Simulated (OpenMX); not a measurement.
HPbNO4:

```
H Pb N O
1.0
     3.85707    0.00178   -0.03658
     0.17353    4.33436   -0.01647
     0.75803    0.83873    5.87662
H Pb N O
1 1 1 4
Direct
  0.61511 0.89559 0.19844
  0.64597 0.44651 0.91685
  0.71474 0.23810 0.50058
  0.16958 0.47007 0.77768
  0.62919 0.97045 0.49845
  0.56424 0.92583 0.03849
  0.78022 0.42250 0.31951
```

The cell was built by a generator and needn't be a form met in nature.

Program: OpenMX 3.8.5. Alike in all runs: task band structure; no spin polarisation; cell as given; smearing fermi-dirac 0.05 eV.

**Question.** Order these runs on this cell by their pressure, lowest first.
A. level PBE; potentials or basis OpenMX 2013 PBE set, H6.0-s2p1, Pb8.0-s3p2d2f1, N6.0-s2p2d1, O6.0-s2p2d1, grid cutoff 500 Ry; k mesh 7 × 7 × 5
B. level PBE; potentials or basis OpenMX 2013 PBE set, H5.0-s2, Pb8.0-s3p2d2, N6.0-s2p2, O6.0-s2p2, grid cutoff 500 Ry; k mesh 5 × 5 × 5
C. level LDA; potentials or basis OpenMX 2013 LDA set, H6.0-s2p1, Pb8.0-s3p2d2f1, N6.0-s2p2d1, O6.0-s2p2d1, grid cutoff 500 Ry; k mesh 7 × 7 × 5

**Answer.** C (-3.6 GPa), A (2.5 GPa), B (10.1 GPa).

Caveats: the basis of atomic orbitals isn't converged, which shifts pressures, moduli and gaps.
